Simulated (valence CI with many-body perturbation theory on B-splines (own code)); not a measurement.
# Levels and ionisation energy of Er³⁷⁺

What does CI with core correlation give for the spectrum of Er³⁷⁺? Levels and ionisation energy come from one run, set against NIST.

Method: configuration interaction of the valence electrons, many-body perturbation theory for a frozen closed Dirac-Fock core, no-pair Dirac Hamiltonian, B-spline basis. Code: an in-house CI+MBPT code version 3.

## Step 1: The atom as given

```
element                                      : erbium (Z = 68, A = 166)
charge                                       : +37
frozen core                                  : [Ar] 3d10
start configuration of the valence electrons : 4s2 4p1
nuclear rms radius                           : 5.2516 fm
```

## Step 2: The run

Settings, as recorded:

```ini
atom Er  Z=68  mass_number=166  rms_radius_fm=5.2516
core [Ar] 3d10
valence 4s2 4p1
avg = 1
basis = L
breit = 1
cap = 40000
capref = 1200
cscale = 1
de = 0.0
dress = 0
eps = 2e-08
h = 0.27
hh = 1
l2 = 3
lcore = 6
maxit = 60
n2 = 5
natural = 1
nlev = 60
nno = [7, 7, 6, 5, 4, 2, 1]
nroot = 26
nsp = [4, 4, 3, 2, 1, 0, 0]
pt2 = 1
qed = 1
rpa = 1
s1 = 1
s2 = 1
s3 = 1
screen = 1
tol = 2e-05
```

Run with:

```
$ python run_cv.py task.json out
```

task.json holds these settings.

Output:

```text
rmax 3.9 intervals 58 orbitals 81 references ['4s2 4p', '4s 4p2', '4s2 4d', '4p3', '4s 4p 4d'] scf 3
2J=0 par=0 roots 2 ref 20 generators 4 cand 362/362 P 351/351 nnz 0 it 0
2J=0 par=0 roots 2 ref 20 generators 4 cand 31/31 P 377/377 nnz 0 it 0
   second order: generators 8 cand 5/5 e2 -0.00000 -0.00000
reference levels 676, estimated 171, window 3557727 1/cm; series limit 8932388, core excitation 10304805
2J=1 par=1 roots 7 ref 47 generators 14 cand 5831/9216 P 3221/4806 nnz 3.2e+06 it 5
2J=1 par=1 roots 7 ref 47 generators 16 cand 4373/6957 P 4128/6247 nnz 5e+06 it 5
   second order: generators 20 cand 4324/6918 e2 -0.00001 -0.00000
2J=3 par=1 roots 12 ref 77 generators 20 cand 8073/18314 P 3876/7999 nnz 8.4e+06 it 5
2J=3 par=1 roots 12 ref 77 generators 23 cand 5530/12892 P 5259/11205 nnz 1.5e+07 it 5
   second order: generators 34 cand 5235/12412 e2 -0.00003 -0.00000
2J=1 par=0 roots 7 ref 45 generators 15 cand 5824/9233 P 3439/5142 nnz 3.6e+06 it 4
2J=1 par=0 roots 7 ref 45 generators 21 cand 4150/6635 P 4353/6593 nnz 5.6e+06 it 4
   second order: generators 23 cand 4111/6590 e2 -0.00002 -0.00000
2J=3 par=0 roots 11 ref 74 generators 17 cand 8048/18293 P 3883/7999 nnz 8.1e+06 it 5
2J=3 par=0 roots 11 ref 74 generators 24 cand 5485/12868 P 5473/11736 nnz 1.6e+07 it 5
   second order: generators 30 cand 6243/14960 e2 -0.00002 -0.00000
2J=5 par=0 roots 12 ref 79 generators 18 cand 8810/23153 P 3659/8000 nnz 7.7e+06 it 6
2J=5 par=0 roots 12 ref 79 generators 25 cand 6367/17731 P 6183/15072 nnz 2.5e+07 it 6
   second order: generators 32 cand 7711/22253 e2 -0.00002 -0.00000
2J=5 par=1 roots 10 ref 78 generators 18 cand 8851/23122 P 3548/7999 nnz 8e+06 it 5
2J=5 par=1 roots 10 ref 78 generators 23 cand 7855/22031 P 5314/12674 nnz 1.9e+07 it 5
   second order: generators 33 cand 8617/25096 e2 -0.00002 -0.00001
2J=7 par=1 roots 6 ref 65 generators 11 cand 8546/23521 P 3324/7637 nnz 7.7e+06 it 5
2J=7 par=1 roots 6 ref 65 generators 21 cand 7763/23139 P 4422/10605 nnz 1.4e+07 it 4
   second order: generators 29 cand 7997/24685 e2 -0.00003 -0.00001
2J=9 par=1 roots 2 ref 43 generators 8 cand 7343/20418 P 2518/5081 nnz 3.4e+06 it 4
2J=9 par=1 roots 2 ref 43 generators 11 cand 6155/17876 P 3709/8279 nnz 8.4e+06 it 5
   second order: generators 18 cand 6332/19690 e2 -0.00005 -0.00002
2J=7 par=0 roots 7 ref 60 generators 11 cand 8495/23484 P 3535/7997 nnz 7.5e+06 it 4
2J=7 par=0 roots 7 ref 60 generators 19 cand 6139/18047 P 5615/14243 nnz 2.2e+07 it 5
   second order: generators 27 cand 8127/25455 e2 -0.00004 -0.00001
2J=9 par=0 roots 3 ref 41 generators 7 cand 7388/20452 P 2890/6408 nnz 5.7e+06 it 4
2J=9 par=0 roots 3 ref 41 generators 13 cand 5777/16584 P 4182/10123 nnz 1.3e+07 it 4
   second order: generators 20 cand 5892/17907 e2 -0.00003 -0.00002
left out: unestimated 5154295, estimated 3889390, shifts from estimates -3 to 44
```

It took 1.8 min on 1 thread of Arm Neoverse V1, shared host; peak memory 0.65 GiB.

In the log, the blocks before «reference levels» are the next ion; each later block is one J and parity (par 1 is odd): roots sought, reference size, generators, candidates and the variational space P (configurations/state functions), Hamiltonian entries, Davidson iterations; e2 is the second-order remainder in hartree. Σ1, Σ2 and Σ3 are the one-, two- and three-electron terms by which the core's correlation enters. In the settings nsp and nno count spectroscopic and correlating orbitals by l, and s1, s2, s3 switch or scale the Σ terms.

## Step 3: Levels

Levels from the run's result record, above the lowest; ° marks odd parity; each level is named by its leading configuration and LS term. The first 40 of 71 are listed.

| # | level | configuration weight | term weight | energy (eV) | g | lifetime (s) |
| --- | --- | --- | --- | --- | --- | --- |
| 0 | 4s2 4p ²P° 1/2 | 0.99 | 1.00 | 0.00 | 0.661 | - |
| 1 | 4s2 4p ²P° 3/2 | 0.99 | 1.00 | 62.34 | 1.330 | 8.57e-07 |
| 2 | 4s 4p2 ⁴P 1/2 | 1.00 | 0.62 | 81.78 | 2.256 | 5.10e-11 |
| 3 | 4s 4p2 ⁴P 3/2 | 1.00 | 0.92 | 133.15 | 1.668 | 3.70e-10 |
| 4 | 4s 4p2 ²D 5/2 | 0.98 | 0.56 | 140.34 | 1.373 | 1.01e-10 |
| 5 | 4s 4p2 ²D 3/2 | 0.96 | 0.71 | 150.78 | 0.960 | 5.06e-12 |
| 6 | 4s 4p2 ²P 1/2 | 0.99 | 0.72 | 153.57 | 1.207 | 2.45e-12 |
| 7 | 4s 4p2 ⁴P 5/2 | 0.84 | 0.51 | 197.24 | 1.400 | 2.96e-10 |
| 8 | 4s2 4d ²D 3/2 | 0.87 | 0.88 | 200.78 | 0.865 | 1.44e-12 |
| 9 | 4s 4p2 ²S 1/2 | 0.99 | 0.70 | 215.96 | 1.862 | 3.60e-12 |
| 10 | 4s2 4d ²D 5/2 | 0.82 | 0.95 | 217.87 | 1.217 | 2.39e-12 |
| 11 | 4s 4p2 ²P 3/2 | 0.91 | 0.59 | 220.03 | 1.160 | 1.61e-12 |
| 12 | 4p3 ²P° 3/2 | 0.94 | 0.46 | 233.60 | 1.330 | 4.88e-12 |
| 13 | 4s 4p 4d ⁴F° 3/2 | 0.99 | 0.81 | 265.98 | 0.501 | 2.69e-11 |
| 14 | 4s 4p 4d ⁴F° 5/2 | 0.95 | 0.50 | 271.22 | 1.055 | 5.65e-11 |
| 15 | 4s 4p 4d ⁴D° 3/2 | 0.82 | 0.30 | 283.03 | 1.333 | 1.39e-12 |
| 16 | 4s 4p 4d ⁴D° 1/2 | 0.99 | 0.65 | 283.22 | 0.377 | 1.26e-12 |
| 17 | 4s 4p 4d ⁴P° 5/2 | 0.81 | 0.21 | 284.79 | 1.250 | 5.77e-12 |
| 18 | 4p3 ⁴S° 3/2 | 0.51 | 0.32 | 286.79 | 1.360 | 3.40e-12 |
| 19 | 4s 4p 4d ⁴F° 7/2 | 0.99 | 0.55 | 289.83 | 1.253 | 6.36e-12 |
| 20 | 4s 4p 4d ⁴P° 5/2 | 0.67 | 0.30 | 290.52 | 1.309 | 3.55e-12 |
| 21 | 4p3 ²P° 1/2 | 0.94 | 1.00 | 301.12 | 0.661 | 2.69e-12 |
| 22 | 4s 4p 4d ²F° 5/2 | 0.64 | 0.56 | 302.77 | 1.005 | 2.63e-12 |
| 23 | 4s 4p 4d ²D° 3/2 | 0.66 | 0.50 | 306.37 | 1.111 | 1.46e-12 |
| 24 | 4s 4p 4d ⁴D° 5/2 | 0.98 | 0.52 | 335.67 | 1.259 | 1.52e-12 |
| 25 | 4s 4p 4d ⁴D° 3/2 | 0.98 | 0.41 | 335.78 | 1.348 | 1.69e-12 |
| 26 | 4s 4p 4d ⁴P° 1/2 | 1.00 | 0.88 | 335.90 | 2.336 | 1.82e-12 |
| 27 | 4s 4p 4d ⁴D° 7/2 | 0.97 | 0.39 | 337.47 | 1.288 | 1.85e-12 |
| 28 | 4s 4p 4d ⁴F° 9/2 | 1.00 | 1.00 | 339.57 | 1.330 | 1.03e-06 |
| 29 | 4s 4p 4d ²D° 3/2 | 0.91 | 0.48 | 346.23 | 1.146 | 2.78e-12 |
| 30 | 4s 4p 4d ²F° 5/2 | 0.60 | 0.86 | 347.16 | 0.901 | 2.21e-12 |
| 31 | 4s 4p 4d ²D° 3/2 | 0.61 | 0.48 | 348.39 | 1.117 | 1.46e-12 |
| 32 | 4s 4p 4d ²D° 5/2 | 0.98 | 0.47 | 349.89 | 1.345 | 3.34e-12 |
| 33 | 4s2 4f ²F° 7/2 | 0.41 | 0.71 | 353.61 | 1.220 | 4.31e-12 |
| 34 | 4s 4p 4d ²P° 1/2 | 0.97 | 0.78 | 356.05 | 0.592 | 1.02e-12 |
| 35 | 4s 4p 4d ²F° 7/2 | 0.99 | 0.92 | 356.84 | 1.157 | 3.31e-12 |
| 36 | 4p2 4d ⁴F 3/2 | 0.99 | 0.39 | 363.31 | 0.760 | 8.86e-12 |
| 37 | 4s 4p 4d ²D° 5/2 | 0.60 | 0.48 | 366.70 | 1.032 | 1.06e-12 |
| 38 | 4s 4p 4d ²P° 1/2 | 0.95 | 0.94 | 366.73 | 0.681 | 2.17e-12 |
| 39 | 4s 4p 4d ²P° 3/2 | 0.99 | 0.81 | 370.00 | 1.305 | 1.56e-12 |

## Step 4: The Hamiltonian term by term

The same run repeats the diagonalisation with simpler Hamiltonians; each column adds a term to the one before, and the last is the full result. Excitation energies in eV:

| level | valence CI alone | + Σ1 | + Σ2 | + Σ3 | + Breit | full, with QED |
| --- | --- | --- | --- | --- | --- | --- |
| 4s2 4p ²P° 3/2 | 62.71 | 62.91 | 63.00 | 63.00 | 62.26 | 62.34 |
| 4s 4p2 ⁴P 1/2 | 81.94 | 81.86 | 81.99 | 82.00 | 82.67 | 81.78 |
| 4s 4p2 ⁴P 3/2 | 133.32 | 133.43 | 133.99 | 134.01 | 133.96 | 133.15 |
| 4s 4p2 ²D 5/2 | 140.78 | 140.90 | 141.24 | 141.25 | 141.13 | 140.34 |
| 4s 4p2 ²D 3/2 | 151.67 | 151.79 | 151.67 | 151.68 | 151.56 | 150.78 |
| 4s 4p2 ²P 1/2 | 154.93 | 155.05 | 154.42 | 154.42 | 154.38 | 153.57 |
| 4s 4p2 ⁴P 5/2 | 197.91 | 198.20 | 198.74 | 198.76 | 197.85 | 197.24 |
| 4s2 4d ²D 3/2 | 202.49 | 202.54 | 201.93 | 201.93 | 200.94 | 200.78 |
| ionisation energy (eV) | 1679.85 | 1681.64 | 1681.54 | 1681.49 | 1679.62 | 1679.64 |

## Step 5: Lines

Listed are the E1 lines of largest gf, the fastest ones to the lowest level and a few forbidden lines. Rates are at computed energies, electric ones in the length gauge, E1 and E2 with static core polarisation; wavelengths are in vacuum.

| upper | lower | type | λ (nm) | A (1/s) | branching |
| --- | --- | --- | --- | --- | --- |
| 11: 4s 4p2 ²P 3/2 | 0: 4s2 4p ²P° 1/2 | E1 | 5.635 | 3.25e+10 | 0.05 |
| 8: 4s2 4d ²D 3/2 | 0: 4s2 4p ²P° 1/2 | E1 | 6.175 | 6.94e+11 | 1.00 |
| 27: 4s 4p 4d ⁴D° 7/2 | 4: 4s 4p2 ²D 5/2 | E1 | 6.289 | 5.31e+11 | 0.98 |
| 56: 4s 4p 4f ⁴G 7/2 | 14: 4s 4p 4d ⁴F° 5/2 | E1 | 7.463 | 3.60e+11 | 0.90 |
| 37: 4s 4p 4d ²D° 5/2 | 8: 4s2 4d ²D 3/2 | E1 | 7.473 | 6.97e+11 | 0.74 |
| 11: 4s 4p2 ²P 3/2 | 1: 4s2 4p ²P° 3/2 | E1 | 7.863 | 5.88e+11 | 0.95 |
| 42: 4p3 ²P° 3/2 | 11: 4s 4p2 ²P 3/2 | E1 | 7.937 | 7.19e+11 | 0.69 |
| 40: 4s2 4f ²F° 7/2 | 10: 4s2 4d ²D 5/2 | E1 | 7.940 | 7.04e+11 | 0.97 |
| 41: 4s 4p 4d ²F° 5/2 | 11: 4s 4p2 ²P 3/2 | E1 | 7.963 | 4.96e+11 | 0.57 |
| 10: 4s2 4d ²D 5/2 | 1: 4s2 4p ²P° 3/2 | E1 | 7.972 | 4.19e+11 | 1.00 |
| 6: 4s 4p2 ²P 1/2 | 0: 4s2 4p ²P° 1/2 | E1 | 8.074 | 3.89e+11 | 0.95 |
| 61: 4s 4p 4f ⁴G 9/2 | 19: 4s 4p 4d ⁴F° 7/2 | E1 | 8.133 | 2.35e+11 | 0.93 |
| 65: 4s 4p 4f ²G 7/2 | 22: 4s 4p 4d ²F° 5/2 | E1 | 8.143 | 3.81e+11 | 0.81 |
| 22: 4s 4p 4d ²F° 5/2 | 5: 4s 4p2 ²D 3/2 | E1 | 8.157 | 3.32e+11 | 0.87 |
| 5: 4s 4p2 ²D 3/2 | 0: 4s2 4p ²P° 1/2 | E1 | 8.223 | 1.85e+11 | 0.94 |
| 1: 4s2 4p ²P° 3/2 | 0: 4s2 4p ²P° 1/2 | M1 | 19.89 | 1.13e+06 | 0.97 |
| 1: 4s2 4p ²P° 3/2 | 0: 4s2 4p ²P° 1/2 | E2 | 19.89 | 3.78e+04 | 0.03 |
| 28: 4s 4p 4d ⁴F° 9/2 | 19: 4s 4p 4d ⁴F° 7/2 | M1 | 24.92 | 9.40e+05 | 0.97 |

## Step 6: Results

```
                                  quantity                  computed                            tabulated
                              lowest level            4s2 4p ²P° 1/2                            4p ²P°1/2
                          first excitation  4s2 4p ²P° 3/2, 62.34 eV                                    -
        ionisation energy, to 4s2 ¹S J = 0                 1679.6 eV  1678 ± 4 eV (tabulated theoretical)
 dipole polarisability of the lowest level             0.05117 bohr³                                    -
     hyperfine A/(μ/I) of the lowest level                327112 MHz                                    -
no level missing from the run's list below                 482.22 eV                                    -
```

**Reading.** The ionisation energy is 1.6 eV (0.10 %) above the NIST entry, whose uncertainty is 4 eV. Of the added terms Breit moves the ionisation energy most, by -1.87 eV. The lowest level is 99 % 4s2 4p. Cautions: by estimate large intervals hold to a few tenths of a per cent, small ones and the rates on them less well.
